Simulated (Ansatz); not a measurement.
# NbAgTe2Br3: the cost of one run

Computed with Ansatz 0.2.0 (DFT PBE, scalar-relativistic, plane waves, PAW, unless a step names another level, unless a step's input says otherwise).

4 further runs of the same task are left out: 3 that didn't finish, 1 set aside as unsound or not needed.

## (1) Starting point

Symmetry: Amm2, No. 38, orthorhombic system. Conventional cell: a = 3.778 Å, b = 8.861 Å, c = 14.771 Å, α = 90.00°, β = 90.00°, γ = 90.00°. Nb (site symmetry mm2) has 2 Br at 2.57 Å and 4 Te at 2.87 Å as nearest neighbours. Ag (site symmetry mm2) has 3 Br at 2.52 to 2.61 Å as nearest neighbours. Te (site symmetry m) is surrounded by 1 Te at 2.75 Å and 2 Nb at 2.87 Å. Br (site symmetry mm2) is surrounded by 1 Ag at 2.52 Å. Br (site symmetry m) is surrounded by 1 Nb at 2.57 Å and 1 Ag at 2.61 Å.

Coordinates:

```cif
data_structure
_symmetry_space_group_name_H-M 'Amm2'
_symmetry_Int_Tables_number 38
_cell_length_a 3.7781
_cell_length_b 8.8605
_cell_length_c 14.7705
_cell_angle_alpha 90.000
_cell_angle_beta 90.000
_cell_angle_gamma 90.000
_cell_volume 494.46
loop_
_atom_site_label
_atom_site_type_symbol
_atom_site_symmetry_multiplicity
_atom_site_Wyckoff_symbol
_atom_site_fract_x
_atom_site_fract_y
_atom_site_fract_z
_atom_site_occupancy
Nb1 Nb 2 a 0.00000 0.50000 0.65433 1
Ag1 Ag 2 a 0.00000 0.50000 0.44127 1
Te1 Te 4 e 0.50000 0.34493 0.76680 1
Br1 Br 2 a 0.00000 0.50000 0.27094 1
Br2 Br 4 d 0.00000 0.23249 0.04993 1
```

It came out lowest among 21 distinct ends of the trial cells. At a tolerance of 0.05 Å it has space group Amm2 (No. 38). Site moments: 0.5 0.0 0.0 0.0 0.0 0.0 0.0 μB.

## (2) Bands, states and charges

The input, input.yaml:

```yaml
crystal:
  lattice:
    - [3.778141245, 0.0, 0.0]
    - [0.0, 4.430263013, 7.3852557374]
    - [0.0, -4.430263013, 7.3852557374]
  atoms:
    - { symbol: Nb, position: [0.0, 0.1543320848, 0.1543320848], spin: 0.5 }
    - { symbol: Ag, position: [0.0, 0.9412660779, 0.9412660779] }
    - { symbol: Te, position: [0.5, 0.1117322302, 0.4218635091] }
    - { symbol: Te, position: [0.5, 0.4218635091, 0.1117322302] }
    - { symbol: Br, position: [0.0, 0.7709425465, 0.7709425465] }
    - { symbol: Br, position: [0.0, 0.2824234766, 0.8174400049] }
    - { symbol: Br, position: [0.0, 0.8174400049, 0.2824234766] }
basis:
  ecutwfc: 420
kpoints:
  mp_grid: { grid: [8, 4, 4] }
  band_path:
    path:
      - [[0.0, 0.0, 0.0], [0.0, 0.5, 0.5], [0.0, 0.66003617, 0.33996383]]
      - [[0.0, 0.33996383, -0.33996383], [0.0, 0.0, 0.0], [0.5, 0.0, 0.0], [0.5, 0.33996383, -0.33996383]]
      - [[0.5, 0.66003617, 0.33996383], [0.5, 0.5, 0.5], [0.0, 0.5, 0.5]]
      - [[0.0, 0.0, 0.0], [0.0, 0.5, 0.0], [0.5, 0.5, 0.0], [0.5, 0.0, 0.0], [0.5, 0.5, 0.5]]
    npoints: 14
hamiltonian:
  xc: pbe
scf:
  occupations: { method: gaussian, width: 0.1 }
  n_extra_bands: 17
output:
  forces: true
  stress: true
  eigenvalues: true
  populations: true
  dos: { projected: true, de: 0.02, nscf_kmesh: { grid: [10, 5, 5] } }
  bader: true
  write_density: true
  write_potential: true
  elf: true
  volumetric_format: npy
magnetization:
  spin_polarized: true
checkpoint:
  read: start.run
  write: ck
  compress: false
  write_wavefunctions: false
  write_every: 100000
```

The run is started by

```
$ ansatz run input.yaml --threads 1 --pin off --max-ram 2560MiB --backend cpu --events-out ev --progress --plain --runs-dir out
```

What time and memory should one allow on 1 thread of Arm Neoverse V2, shared host?

About 8.1 min, with a peak of 2 GiB.
